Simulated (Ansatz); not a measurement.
# CH7NOSSi2: the cost of one run

Program: Ansatz 0.2.0. Level of theory: RKS PBE0/6-31G*. These are calculated values, not measurements.

1 further run of the same task is left out (it didn't finish).

## (1) The system as given

Bond lengths: N1–C2 1.382 Å, C2–S3 1.646 Å, C2–O4 1.312 Å, O4–Si5 1.640 Å, Si5–Si6 2.319 Å, N1–H7 0.985 Å, N1–H8 0.977 Å, Si5–H9 1.537 Å, Si5–H10 1.501 Å, Si6–H11 1.488 Å, Si6–H12 1.480 Å, Si6–H13 1.534 Å. Angles (14 of 19 angles, heavy atoms first): N1–C2–S3 121.1°, N1–C2–O4 113.7°, S3–C2–O4 125.1°, C2–O4–Si5 134.7°, O4–Si5–Si6 113.9°, C2–N1–H7 119.5°, C2–N1–H8 116.8°, O4–Si5–H9 110.0°, O4–Si5–H10 108.6°, Si6–Si5–H9 108.3°, Si6–Si5–H10 112.1°, Si5–Si6–H11 110.5°, Si5–Si6–H12 110.8°, Si5–Si6–H13 111.0°.

Structure file:

```xyz
13

N     0.5691   -2.6991   -0.8115
C     0.8110   -1.3621   -0.5584
S     1.8919   -0.5086   -1.4599
O     0.1675   -0.8981    0.4862
Si    0.0402    0.5715    1.2028
Si   -1.0687    2.1516   -0.0818
H     1.0286   -3.1407   -1.5624
H    -0.0996   -3.1390   -0.2514
H    -0.6930    0.4404    2.5470
H     1.4123    1.0303    1.6010
H    -1.1972    3.4325    0.6639
H    -0.3470    2.3967   -1.3504
H    -2.4946    1.6898   -0.4103
```

## (2) Relaxing end A

input.yaml

```yaml
crystal:
  periodic: [false, false, false]
  atoms:
    - { symbol: "N", position_ang: [0.5691, -2.6991, -0.8115] }
    - { symbol: C, position_ang: [0.811, -1.3621, -0.5584] }
    - { symbol: S, position_ang: [1.8919, -0.5086, -1.4599] }
    - { symbol: O, position_ang: [0.1675, -0.8981, 0.4862] }
    - { symbol: Si, position_ang: [0.0402, 0.5715, 1.2028] }
    - { symbol: Si, position_ang: [-1.0687, 2.1516, -0.0818] }
    - { symbol: H, position_ang: [1.0286, -3.1407, -1.5624] }
    - { symbol: H, position_ang: [-0.0996, -3.139, -0.2514] }
    - { symbol: H, position_ang: [-0.693, 0.4404, 2.547] }
    - { symbol: H, position_ang: [1.4123, 1.0303, 1.601] }
    - { symbol: H, position_ang: [-1.1972, 3.4325, 0.6639] }
    - { symbol: H, position_ang: [-0.347, 2.3967, -1.3504] }
    - { symbol: H, position_ang: [-2.4946, 1.6898, -0.4103] }
basis:
  gaussian: { orbitals: "6-31G*" }
hamiltonian:
  xc: pbe0
relax:
  f_tol: 0.015
  max_steps: 40
output:
  orbitals: {}
```

The run is started by

```sh
$ ansatz run input.yaml --threads 2 --pin off --max-ram 3072MiB --backend cpu --events-out ev --progress --plain --runs-dir out
```

What time and memory should one allow on 2 threads of Intel Xeon Platinum 8488C (Sapphire Rapids), shared host?

About 63 s, with a peak of 0.32 GiB.
